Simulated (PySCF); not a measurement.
# OsNI: singlet, from a linear start

Aim: relax OsNI as a singlet from a linear start, check by its vibrations whether the end is a minimum, and collect its spectrum and constants.

Computed with PySCF 2.14.0. Level: PBE0, basis Os def2-TZVP with ECP60, N def2-TZVP, I def2-TZVP with ECP28, scalar-relativistic core potentials, no spin–orbit coupling, density fitting.

### 1 The system as given

3 atoms, charge 0, spin multiplicity 1.

Bond lengths: Os1–N2 1.760 Å, Os1–I3 2.620 Å. Angles: N2–Os1–I3 180.0°.

```xyz
3
charge 0 multiplicity 1
Os    0.0000    0.0000   -0.9248
N     0.0000    0.0000   -2.6848
I     0.0000    0.0000    1.6952
```

### 2 Linear start, singlet: relaxation

One driver script runs all steps and calls PySCF; scf.py shows how it sets up the SCF of each step. The optimiser is the driver's own. Before each start the driver seeks the lowest SCF state from one or more starting densities and follows internal instabilities, so scf.py alone need not reach the same state.

The program finds C∞v symmetry in the start, which this walk keeps. Threshold on the gradient: 0.0003 Eh/bohr, with a further test on the energy change.

The input, scf.py:

```python
from pyscf import gto, scf, dft
mol = gto.M(atom='''
Os     0.000000     0.000000    -0.924821
N      0.000000     0.000000    -2.684821
I      0.000000     0.000000     1.695179''',
    basis={'Os': 'def2-TZVP', 'N': 'def2-TZVP', 'I': 'def2-TZVP'},
    ecp={'Os': 'def2-TZVP', 'I': 'def2-TZVP'},
    charge=0, spin=0)
mf = dft.RKS(mol, xc='PBE0')
mf.grids.atom_grid = (50, 194)
aux = {'Os': 'def2-universal-JKFIT', 'N': 'def2-universal-JKFIT', 'I': 'def2-universal-JKFIT'}
mf = mf.density_fit(auxbasis=aux)
mf.kernel()
```

Steps of the walk:

| step | energy (Eh) | change (kJ/mol) | largest symmetric gradient (Eh/bohr) |
| --- | --- | --- | --- |
| 0 | -443.030294 | 0.00 | 0.15518 |
| 1 | -443.055573 | -66.37 | 0.07842 |
| 2 | -443.058242 | -73.38 | 0.03285 |
| 3 | -443.058964 | -75.27 | 0.00495 |
| 4 | -443.058978 | -75.31 | 0.00040 |
| 5 | -443.058979 | -75.31 | 0.00011 |

The walk took 10 s on 4 threads, shared host.

After 5 steps and 75.3 kJ/mol it ends at C∞v: Os–I 2.657 Å, Os–N 1.592 Å; I–Os–N 180.0°.

### 3 Vibrations and properties at this point

The point is checked on the finer grid, and tightened if its gradient asks for it. The Hessian and the dipole derivatives come from central differences of analytic gradients, with steps of 0.01 bohr.

scf.py: that of step 2 with these lines changed.

```diff
@@ -3,3 +3,3 @@
-Os     0.000000     0.000000    -0.924821
-N      0.000000     0.000000    -2.684821
-I      0.000000     0.000000     1.695179''',
+Os    -0.000000    -0.000000    -0.945950
+N     -0.000000     0.000000    -2.537823
+I      0.000000     0.000000     1.711032''',
@@ -10 +10 @@
-mf.grids.atom_grid = (50, 194)
+mf.grids.atom_grid = (75, 302)
```

This SCF starts from the last density.

SCF at the final geometry:

```text
init E= -443.058924218655
  HOMO = -0.258478688534798  LUMO = -0.158815870207638  gap/eV = 2.71196
cycle= 1 E= -443.058924218474  delta_E= 1.81e-10  |g|= 3.11e-05  |ddm|= 3.67e-05
  HOMO = -0.258477859746122  LUMO = -0.158812976445638  gap/eV = 2.71202
cycle= 2 E= -443.05892421629  delta_E= 2.18e-09  |g|= 0.000109  |ddm|= 7.64e-05
  HOMO = -0.258475433744017  LUMO = -0.158813411857263  gap/eV = 2.71194
cycle= 3 E= -443.058924218613  delta_E= -2.32e-09  |g|= 1.9e-05  |ddm|= 5.24e-05
  HOMO = -0.258477502947704  LUMO = -0.158814608883668  gap/eV = 2.71197
cycle= 4 E= -443.058924218699  delta_E= -8.63e-11  |g|= 1.32e-07  |ddm|= 1.81e-05
  HOMO = -0.258477473260071  LUMO = -0.15881459656471  gap/eV = 2.71197
Extra cycle  E= -443.058924218696  delta_E= 3.3e-12  |g|= 2.45e-07  |ddm|= 2.22e-07
converged SCF energy = -443.058924218696
```

The whole step took 22 s.

Geometry: C∞v; Os–I 2.657 Å, Os–N 1.592 Å; I–Os–N 180.0°.

Harmonic modes (main isotopes):

| symmetry | ω (cm⁻¹) | IR (km/mol) |
| --- | --- | --- |
| π | 113i | 21.4 |
| σ+ | 182 | 11.8 |
| σ+ | 1244 | 94.1 |

2 modes are imaginary, the largest at 113i cm⁻¹: a saddle point, not a minimum.

Properties at this point:

```yaml
Dipole_moment: 0.40 D
Highest_occupied_level: -7.03 eV
Lowest_empty_level: -4.32 eV
Rotational_constants: 0.02661 cm⁻¹
Zero-point_energy_real_modes: 8.5 kJ/mol
Principal_polarisabilities: 52.5, 52.5, 116.6 bohr³
Atomisation_energy_without_zero-point_energy: 721 kJ/mol
Principal_traceless_quadrupole_moments_about_the_centre_of_mass: -3.58, 1.79, 1.79 D Å
```

Populations by atom (charges in e):

```json
{"atom": "Os1", "Mulliken": "0.64", "Löwdin": "0.19", "polar tensor": "1.06", "Mayer order to Os1": "–"}
{"atom": "N2", "Mulliken": "-0.28", "Löwdin": "-0.14", "polar tensor": "-0.59", "Mayer order to Os1": "3.00"}
{"atom": "I3", "Mulliken": "-0.36", "Löwdin": "-0.05", "polar tensor": "-0.48", "Mayer order to Os1": "1.07"}
```

Mulliken populations on Os1 (outside its core potential): s 2.38, p 6.20, d 6.74, f 0.04.

### 4 Downhill along the imaginary mode

The atoms are moved a little along the softest imaginary mode and relaxed again.

The program finds Cs symmetry in the start, which this walk keeps. The walk stops when the largest gradient is under 0.0003 Eh/bohr and the energy has settled too.

scf.py: that of step 3 with these lines changed.

```diff
@@ -3,3 +3,3 @@
-Os    -0.000000    -0.000000    -0.945950
-N     -0.000000     0.000000    -2.537823
-I      0.000000     0.000000     1.711032''',
+Os    -0.014309     0.025411    -0.945993
+N      0.122665    -0.217838    -2.537866
+I      0.008109    -0.014401     1.710989''',
@@ -10 +10 @@
-mf.grids.atom_grid = (75, 302)
+mf.grids.atom_grid = (50, 194)
```

The optimiser's trace:

| step | energy (Eh) | change (kJ/mol) | largest symmetric gradient (Eh/bohr) |
| --- | --- | --- | --- |
| 0 | -443.059139 | 0.00 | 0.03306 |
| 1 | -443.060082 | -2.48 | 0.01968 |
| 2 | -443.061022 | -4.94 | 0.00718 |
| 3 | -443.062535 | -8.92 | 0.03145 |
| 4 | -443.063031 | -10.22 | 0.05786 |
| 5 | -443.064395 | -13.80 | 0.04791 |
| 6 | -443.071853 | -33.38 | 0.03465 |
| 7 | -443.075336 | -42.52 | 0.05627 |
| 8 | -443.079023 | -52.20 | 0.03035 |
| 9 | -443.080328 | -55.63 | 0.00984 |
| 10 | -443.080469 | -56.00 | 0.00060 |
| 11 | -443.080477 | -56.02 | 0.00009 |
| 12 | -443.080477 | -56.02 | 0.00001 |

The walk took 26 s.

It settles in Cs symmetry, 56.0 kJ/mol below the start, after 12 steps: Os–I 2.530 Å, Os–N 1.595 Å; I–Os–N 110.6°.

### 5 Frequencies

The same treatment as at the point before.

scf.py: that of step 4 with these lines changed.

```diff
@@ -3,3 +3,3 @@
-Os    -0.014309     0.025411    -0.945993
-N      0.122665    -0.217838    -2.537866
-I      0.008109    -0.014401     1.710989''',
+Os    -0.191924     0.340834    -0.858144
+N      0.396481    -0.704104    -1.909739
+I      0.246564    -0.437868     1.508795''',
@@ -10 +10 @@
-mf.grids.atom_grid = (50, 194)
+mf.grids.atom_grid = (75, 302)
```

Log of the central SCF (cycles and frontier levels):

```text
init E= -443.080376827629
  HOMO = -0.236978651524892  LUMO = -0.144025272587667  gap/eV = 2.52939
cycle= 1 E= -443.080376827567  delta_E= 6.15e-11  |g|= 2.23e-05  |ddm|= 3.31e-05
  HOMO = -0.236983436117081  LUMO = -0.144029663431311  gap/eV = 2.52940
cycle= 2 E= -443.080376826802  delta_E= 7.65e-10  |g|= 6.64e-05  |ddm|= 6.56e-05
  HOMO = -0.236980203758454  LUMO = -0.144027069412116  gap/eV = 2.52938
cycle= 3 E= -443.080376827614  delta_E= -8.12e-10  |g|= 1.77e-05  |ddm|= 4.42e-05
  HOMO = -0.236980118705127  LUMO = -0.144026626986843  gap/eV = 2.52939
cycle= 4 E= -443.080376827684  delta_E= -7.04e-11  |g|= 1.47e-06  |ddm|= 1.19e-05
  HOMO = -0.236980320769088  LUMO = -0.144026852612072  gap/eV = 2.52939
Extra cycle  E= -443.080376827687  delta_E= -2.61e-12  |g|= 2.04e-06  |ddm|= 7.04e-06
converged SCF energy = -443.080376827687
```

The whole step took 28 s.

Geometry: Cs; Os–I 2.530 Å, Os–N 1.595 Å; I–Os–N 110.6°.

Modes, for the most abundant isotopes:

| symmetry | ω (cm⁻¹) | IR (km/mol) | μ (u) | type |
| --- | --- | --- | --- | --- |
| a' | 176 | 1.0 | 19.10 | bend |
| a' | 226 | 13.3 | 56.67 | mixed |
| a' | 1252 | 70.1 | 14.93 | stretch |

No imaginary mode, so this is a minimum.

Constants and moments:

```yaml
Dipole_moment: 2.88 D
Highest_occupied_level: -6.45 eV
Lowest_empty_level: -3.92 eV
Rotational_constants: 0.6038, 0.03217, 0.03055 cm⁻¹
Zero-point_energy: 9.9 kJ/mol
Principal_polarisabilities: 62.0, 65.8, 107.9 bohr³
Atomisation_energy_without_zero-point_energy: 777 kJ/mol
Principal_traceless_quadrupole_moments_about_the_centre_of_mass: -5.11, -4.35, 9.46 D Å
Entropy_at_298.15_K_and_1_bar: 314.0 J/(mol K)
Heat_capacity_Cp_at_298.15_K: 49.4 J/(mol K)
Enthalpy_at_298.15_K_above_0_K: 12.89 kJ/mol
Rotational_symmetry_number: 1
```

Populations by atom (charges in e):

| atom | Mulliken | Löwdin | polar tensor | Mayer order to Os1 |
| --- | --- | --- | --- | --- |
| Os1 | 0.53 | 0.08 | 0.76 | – |
| N2 | -0.26 | -0.16 | -0.43 | 2.89 |
| I3 | -0.27 | 0.08 | -0.33 | 1.16 |

Mulliken populations on Os1 (outside its core potential): s 2.71, p 6.15, d 6.58, f 0.04.

### 6 Stability of the closed shell

At the lowest minimum the closed shell is tested against spin polarisation, on the (50, 194) grid. It is unstable: an open-shell solution lies lower. That solution was not followed to a minimum here.

### 7 The points found, side by side

| spin | group | bonds | imaginary modes (cm⁻¹) | ΔE (kJ/mol) | with zero-point energy |
| --- | --- | --- | --- | --- | --- |
| singlet | Cs | Os–I 2.530 Å, Os–N 1.595 Å | none | 0.0 | 0.0 |
| singlet | C∞v | Os–I 2.657 Å, Os–N 1.592 Å | 113i, 113i | 56.3 | – |

### 8 Outcome

| quantity | value |
| --- | --- |
| minimum | singlet, Cs (closed shell, unstable towards spin polarisation) |
| geometry | Os–I 2.530 Å, Os–N 1.595 Å; I–Os–N 110.6° |
| wavenumbers (cm⁻¹) | 176 (a'), 226 (a'), 1252 (a') |
| dipole moment | 2.88 D |
| highest occupied, lowest empty level | -6.45, -3.92 eV |
| polar-tensor charge of Os1 | +0.76 e |
| zero-point energy | 9.9 kJ/mol |

In words: From C∞v at the start the molecule goes to a Cs minimum, after a stop at a second-order saddle point 56.3 kJ/mol higher, from which it was pushed off along an imaginary mode. The strongest infrared band lies at 1252 cm⁻¹ (a', stretch). Only this shape and spin were tried, so other structures or states may lie lower. A stability analysis at the minimum finds the closed shell unstable towards spin polarisation: an open-shell solution lies lower, and these values are not those of the lowest state. With an element this heavy the missing spin–orbit coupling can shift these numbers.

The search up to here took 94 s on 4 threads, shared host.
